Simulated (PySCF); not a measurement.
# C₈H₈BNS: excited states, first hyperpolarisability

Wanted: excited states, first hyperpolarisability for C₈H₈BNS (`B1C=CC=CN1c1cccs1`).

Computed with PySCF 2.14.0 and routines of our own; the level stands in each step. Atoms count from 0.

## 1. The system as given

19 atoms, charge 0, multiplicity 1; geometry from: GFN2-xTB.

## 2. Geometry optimisation at PBE0-D3(BJ)/def2-SVP

What the job is given:

```
{"job": {"xc": "PBE0", "basis": "def2-SVP", "d3": "d3bj", "grid": 2, "kind": "geom"}, "charge": 0, "multiplicity": 1}
B     -0.979981     0.839869    -0.961066
C     -2.489763     0.782353    -0.986746
C     -3.154640    -0.005572    -0.095270
C     -2.437206    -0.769593     0.850487
C     -1.080734    -0.738475     0.885527
N     -0.343686     0.013127     0.022532
C      1.039885    -0.030477     0.153073
C      1.981310     0.110704    -0.823751
C      3.302330     0.035977    -0.331511
C      3.358087    -0.161628     1.008015
S      1.792360    -0.262195     1.712468
H     -0.318536     1.514755    -1.650808
H     -3.079609     1.356866    -1.689557
H     -4.235756    -0.066699    -0.084453
H     -2.965401    -1.392977     1.554815
H     -0.529907    -1.327509     1.607954
H      1.739808     0.251116    -1.860370
H      4.172645     0.122320    -0.956734
H      4.218992    -0.262712     1.637932
```

Launch:

```sh
$ OMP_NUM_THREADS=1 python excited_run.py task.json out
```

One launch serves the whole session: the jobs run in the order shown.

What it wrote:

```text
step   0  E = -786.49100674  max force = 0.016037
step   1  E = -786.49406750  max force = 0.002252
step   2  E = -786.49413588  max force = 0.001338
step   3  E = -786.49418897  max force = 0.001384
step   4  E = -786.49422815  max force = 0.001626
step   5  E = -786.49425796  max force = 0.001116
step   6  E = -786.49425875  max force = 0.001272
step   7  E = -786.49427180  max force = 0.000300
optimisation converged
```

It took 3 min on 1 thread of Arm Neoverse V1, shared host; peak memory 0.93 GiB.

Along the way:

```csv
step,energy from step 0 (eV),largest force component (eV/Å)
0,0.0000,0.8247
1,-0.0833,0.1158
2,-0.0851,0.0688
3,-0.0866,0.0712
4,-0.0877,0.0836
5,-0.0885,0.0574
6,-0.0885,0.0654
7,-0.0888,0.0154
```

Close pairs (by a distance rule), those that changed most:

```csv
bond,before (Å),after (Å),change (Å)
B0–H11,1.170,1.205,+0.035
B0–N5,1.434,1.452,+0.018
C9–H18,1.072,1.089,+0.017
N5–C6,1.390,1.407,+0.017
C7–H16,1.074,1.090,+0.016
C8–H17,1.075,1.091,+0.016
C8–C9,1.355,1.369,+0.013
C2–H13,1.083,1.096,+0.013
```

The next job starts from the end point, and lists it.

```csv
at the end point,value
point group (found at 0.08 Å tolerance),C1
"rotational constants (GHz, main isotopes)","2.770, 0.608, 0.525"
dipole moment (D),1.60
```

## 3. Excited states: TDA wB97X-D/aug-cc-pVDZ

What the job is given:

```
{"job": {"kind": "states", "xc": "wB97X-D", "basis": "aug-cc-pVDZ", "tda": true, "soc": true, "nstates": 6, "ntriplets": 5, "nquad": 4}, "charge": 0, "multiplicity": 1}
B     -0.911709     0.880650    -1.061159
C     -2.421688     0.823783    -1.101223
C     -3.082522    -0.020835    -0.242336
C     -2.369688    -0.853058     0.661516
C     -1.005017    -0.831565     0.699344
N     -0.267521    -0.008459    -0.111425
C      1.134066    -0.032727     0.014529
C      2.067083    -0.017046    -0.989478
C      3.399053    -0.017289    -0.490116
C      3.455329    -0.036211     0.877108
S      1.886781    -0.034763     1.579544
H     -0.202638     1.600470    -1.716974
H     -3.014055     1.447154    -1.777165
H     -4.177067    -0.076118    -0.233311
H     -2.899678    -1.532607     1.330513
H     -0.438829    -1.483120     1.369344
H      1.796376    -0.016467    -2.044860
H      4.285918    -0.015081    -1.124925
H      4.335341    -0.055785     1.518116
```

With the program's defaults for keys left out, this is: TDA wB97X-D/aug-cc-pVDZ excited states, vertical, gas phase, spin-orbit mean-field couplings.

What it wrote:

```text
coarse grid: 17424 points
cycle   1  E = -787.2870361477  dE =  2.557e+00  |g| = 4.459e-01  |ddm| = 2.180e+01
cycle   2  E = -787.2943758096  dE = -7.340e-03  |g| = 4.748e-01  |ddm| = 3.560e+00
cycle   3  E = -787.3491038562  dE = -5.473e-02  |g| = 8.073e-02  |ddm| = 1.840e+00
cycle   4  E = -787.3505695351  dE = -1.466e-03  |g| = 4.889e-02  |ddm| = 4.146e-01
cycle   5  E = -787.3511779806  dE = -6.084e-04  |g| = 9.203e-03  |ddm| = 2.025e-01
cycle   6  E = -787.3512045260  dE = -2.655e-05  |g| = 3.252e-03  |ddm| = 5.260e-02
cycle   7  E = -787.3512091259  dE = -4.600e-06  |g| = 1.228e-03  |ddm| = 2.120e-02
final grid: 166592 points
cycle   8  E = -787.3743443861  dE = -2.622e-04  |g| = 9.193e-03  |ddm| = 9.321e-01
cycle   9  E = -787.3743509009  dE = -6.515e-06  |g| = 8.725e-03  |ddm| = 1.084e-01
cycle  10  E = -787.3743671765  dE = -1.628e-05  |g| = 1.279e-03  |ddm| = 2.928e-02
cycle  11  E = -787.3743675102  dE = -3.337e-07  |g| = 9.209e-04  |ddm| = 1.039e-02
cycle  12  E = -787.3743677340  dE = -2.238e-07  |g| = 1.814e-04  |ddm| = 4.129e-03
cycle  13  E = -787.3743677457  dE = -1.170e-08  |g| = 7.059e-05  |ddm| = 9.871e-04
cycle  14  E = -787.3743677490  dE = -3.332e-09  |g| = 2.168e-05  |ddm| = 5.939e-04
cycle  15  E = -787.3743677494  dE = -3.965e-10  |g| = 8.926e-06  |ddm| = 1.935e-04
converged SCF energy = -787.3743677494

Singlet excitations
state   eV       nm        f     d(h-e)  d(exc)  Lambda  PR(NTO)  |dmu|/D   mu/D   main configurations
  1   4.7232   262.5   0.33345   0.461   3.458   0.710   1.199    1.427    2.706   H->L 0.89
  2   5.4109   229.1   0.09813   0.588   3.393   0.719   1.411    1.972    3.214   H-1->L 0.79
  3   5.6639   218.9   0.02164   0.831   3.675   0.473   1.214    2.685    2.044   H->L+4 0.41
  4   5.8163   213.2   0.05523   0.849   3.415   0.411   1.467    2.839    3.842   H-2->L 0.66
  5   5.9361   208.9   0.06441   0.696   4.136   0.304   1.354                     H->L+1 0.33, H->L+7 0.16, H->L+8 0.10
  6   5.9767   207.4   0.05110   0.698   4.006   0.332   1.481                     H->L+1 0.15, H->L+2 0.13, H->L+5 0.12

Triplet excitations (Tamm-Dancoff)
state   eV     d(h-e)  d(exc)  Lambda  PR(NTO)   main configurations
  1   3.2893   0.111   2.822   0.702   1.209   H->L 0.67, H-1->L 0.15
  2   3.5765   0.197   2.718   0.626   1.473   H-1->L 0.42, H->L+4 0.20, H->L+5 0.09
  3   4.5394   0.461   2.885   0.463   2.070   H->L+7 0.18, H-1->L+4 0.10, H->L+10 0.08
  4   4.6089   0.200   2.900   0.529   2.697   H-3->L 0.15, H->L+4 0.12, H-1->L 0.12
  5   4.7060   0.333   2.859   0.457   1.658   H-2->L 0.35, H-2->L+4 0.17, H-2->L+5 0.11
S1 - T1 = 1.4340 eV

Spin-orbit couplings |<S|Hso|T>| (cm-1)
             T1       T2       T3       T4       T5
S0        1.368    3.523    0.777    3.575    5.872
S1        1.316    7.729    5.628    8.048    2.959
S2        0.944    5.430    4.621    4.892    4.259
S3       13.308   21.710    3.334    4.717    5.393
S4        8.072    7.371    6.368    7.136    3.993
S5        2.599    4.143    2.623    3.933    1.168
S6        3.730    8.575    7.598    9.606    4.263
T1 sublevels (cm-1): 0.000 0.005 0.006   radiative rates (1/s): 4.26 1.43 0.0209
```

Run time: 2.4 min. Hardware: 1 thread of Arm Neoverse V1, shared host; peak memory 1.4 GiB.

In short:

```csv
quantity,value
S1 less T1,1.43 eV
```

## 4. Excited states: TDDFT CAM-B3LYP/aug-cc-pVDZ

The job, as its differences from that of step 3:

```diff
@@ -1,2 +1,2 @@
-{"job": {"kind": "states", "xc": "wB97X-D", "basis": "aug-cc-pVDZ", "tda": true, "soc": true, "nstates": 6, "ntriplets": 5, "nquad": 4}, "charge": 0, "multiplicity": 1}
+{"job": {"kind": "states", "xc": "CAM-B3LYP", "basis": "aug-cc-pVDZ", "tpa": true, "nstates": 8, "nquad": 6, "ntriplets": 0}, "charge": 0, "multiplicity": 1}
 B     -0.911709     0.880650    -1.061159
```

With the program's defaults for keys left out, this is: TDDFT CAM-B3LYP/aug-cc-pVDZ excited states, vertical, gas phase, two-photon moments by quadratic response.

What it wrote:

```text
coarse grid: 17424 points
cycle   1  E = -787.2019383058  dE =  2.441e+00  |g| = 4.619e-01  |ddm| = 2.776e+01
cycle   2  E = -787.1852275152  dE =  1.671e-02  |g| = 5.677e-01  |ddm| = 4.728e+00
cycle   3  E = -787.2656866343  dE = -8.046e-02  |g| = 9.262e-02  |ddm| = 2.278e+00
cycle   4  E = -787.2674458192  dE = -1.759e-03  |g| = 5.597e-02  |ddm| = 4.179e-01
cycle   5  E = -787.2682268628  dE = -7.810e-04  |g| = 1.226e-02  |ddm| = 2.554e-01
cycle   6  E = -787.2682673732  dE = -4.051e-05  |g| = 3.628e-03  |ddm| = 5.789e-02
cycle   7  E = -787.2682718788  dE = -4.506e-06  |g| = 1.215e-03  |ddm| = 1.859e-02
final grid: 166592 points
cycle   8  E = -787.3020831872  dE = -2.653e-05  |g| = 4.360e-03  |ddm| = 3.440e-01
cycle   9  E = -787.3020834422  dE = -2.550e-07  |g| = 4.675e-03  |ddm| = 4.977e-02
cycle  10  E = -787.3020884897  dE = -5.048e-06  |g| = 6.166e-04  |ddm| = 1.710e-02
cycle  11  E = -787.3020885775  dE = -8.780e-08  |g| = 3.210e-04  |ddm| = 2.925e-03
cycle  12  E = -787.3020886073  dE = -2.973e-08  |g| = 1.034e-04  |ddm| = 1.971e-03
cycle  13  E = -787.3020886112  dE = -3.948e-09  |g| = 3.674e-05  |ddm| = 5.332e-04
cycle  14  E = -787.3020886120  dE = -8.281e-10  |g| = 1.325e-05  |ddm| = 2.246e-04
converged SCF energy = -787.3020886120

Singlet excitations
state   eV       nm        f     d(h-e)  d(exc)  Lambda  PR(NTO)  |dmu|/D   mu/D   delta(TPA)   sigma/GM   main configurations
  1   4.5246   274.0   0.26904   0.417   3.446   0.707   1.223    1.272    2.577      160.27      1.202   H->L 0.92
  2   5.1526   240.6   0.08299   0.459   3.338   0.703   1.560    1.354    2.628      157.21      1.529   H-1->L 0.78
  3   5.5045   225.2   0.01246   0.629   3.885   0.469   1.300    1.934    1.447     1005.99     11.167   H->L+3 0.27, H->L+4 0.17, H-1->L 0.10
  4   5.6753   218.5   0.04630   0.955   3.507   0.400   1.523    3.310    4.243       64.38      0.760   H-2->L 0.68
  5   5.7073   217.2   0.02603   0.952   4.482   0.313   1.353    3.876    3.165      275.45      3.287   H->L+1 0.55, H->L+6 0.10
  6   5.7887   214.2   0.06172   0.593   3.901   0.388   1.484    2.452    2.947      299.48      3.677   H->L+2 0.17, H->L+6 0.14, H->L+5 0.13
  7   5.9474   208.5   0.05134   1.131   4.618   0.364   1.643                                            H->L+2 0.23, H->L+4 0.18, H-1->L+1 0.17
  8   6.0893   203.6   0.00949   0.673   3.784   0.354   2.622                                            H-2->L+4 0.09
```

Run time: 3.1 min. Hardware: 1 thread of Arm Neoverse V1, shared host; peak memory 1.6 GiB.

## 5. First hyperpolarisability: quadratic response CAM-B3LYP/aug-cc-pVDZ

The job, as its differences from that of step 4:

```diff
@@ -1,2 +1,2 @@
-{"job": {"kind": "states", "xc": "CAM-B3LYP", "basis": "aug-cc-pVDZ", "tpa": true, "nstates": 8, "nquad": 6, "ntriplets": 0}, "charge": 0, "multiplicity": 1}
+{"job": {"kind": "beta", "xc": "CAM-B3LYP", "basis": "aug-cc-pVDZ"}, "charge": 0, "multiplicity": 1}
 B     -0.911709     0.880650    -1.061159
```

Method: quadratic response CAM-B3LYP/aug-cc-pVDZ first hyperpolarisability, Taylor convention, gas phase.

What it wrote:

```text
coarse grid: 17424 points
cycle   1  E = -787.2019383058  dE =  2.441e+00  |g| = 4.619e-01  |ddm| = 2.776e+01
cycle   2  E = -787.1852275152  dE =  1.671e-02  |g| = 5.677e-01  |ddm| = 4.728e+00
cycle   3  E = -787.2656866343  dE = -8.046e-02  |g| = 9.262e-02  |ddm| = 2.278e+00
cycle   4  E = -787.2674458192  dE = -1.759e-03  |g| = 5.597e-02  |ddm| = 4.179e-01
cycle   5  E = -787.2682268628  dE = -7.810e-04  |g| = 1.226e-02  |ddm| = 2.554e-01
cycle   6  E = -787.2682673732  dE = -4.051e-05  |g| = 3.628e-03  |ddm| = 5.789e-02
cycle   7  E = -787.2682718788  dE = -4.506e-06  |g| = 1.215e-03  |ddm| = 1.859e-02
final grid: 166592 points
cycle   8  E = -787.3020831872  dE = -2.653e-05  |g| = 4.360e-03  |ddm| = 3.440e-01
cycle   9  E = -787.3020834422  dE = -2.550e-07  |g| = 4.675e-03  |ddm| = 4.977e-02
cycle  10  E = -787.3020884897  dE = -5.048e-06  |g| = 6.166e-04  |ddm| = 1.710e-02
cycle  11  E = -787.3020885775  dE = -8.780e-08  |g| = 3.210e-04  |ddm| = 2.925e-03
cycle  12  E = -787.3020886073  dE = -2.973e-08  |g| = 1.034e-04  |ddm| = 1.971e-03
cycle  13  E = -787.3020886112  dE = -3.948e-09  |g| = 3.674e-05  |ddm| = 5.332e-04
cycle  14  E = -787.3020886120  dE = -8.281e-10  |g| = 1.325e-05  |ddm| = 2.246e-04
converged SCF energy = -787.3020886120

Lowest singlets (eV, f): 4.5246 0.2691  5.1526 0.0830  5.5045 0.0125

First hyperpolarisability (au)
process     nm      |vector|   parallel      HRS      DR
static         -      163.10      82.39       65.2   5.681
shg       1907.0      196.46      97.86      78.63    5.48
eope      1907.0      173.43       87.2          -       -
shg       1064.0      304.03     147.03     122.55   4.957
eope      1064.0      199.09      99.07          -       -
```

Run time: 2.2 min. Hardware: 1 thread of Arm Neoverse V1, shared host; peak memory 1.5 GiB.

## 6. Outcome

| quantity | value |
| --- | --- |
| point group | C1 |
| rotational constants (main isotopes) | 2.77, 0.61, 0.52 GHz |
| S1 less T1 (step 3, TDA wB97X-D/aug-cc-pVDZ) | 1.43 eV |
| β vector (step 5, quadratic response CAM-B3LYP/aug-cc-pVDZ) | static 163, SHG 1907.0 nm 196, SHG 1064.0 nm 304 au |

What this shows: The optimisation took 7 steps and gained 0.089 eV; among the close pairs (by a distance rule), B0–H11 changed most, from 1.170 to 1.205 Å. No frequency check was run at this level, so the end point may be a saddle. In step 3, the number of triplets below S1 is at least 5, and the largest singlet-triplet spin-orbit coupling is S3–T2, 21.71 cm⁻¹. β grows from 163 au (static) to 304 au for doubling at 1064.0 nm: normal dispersion, which grows as twice the photon energy moves toward the bright states.
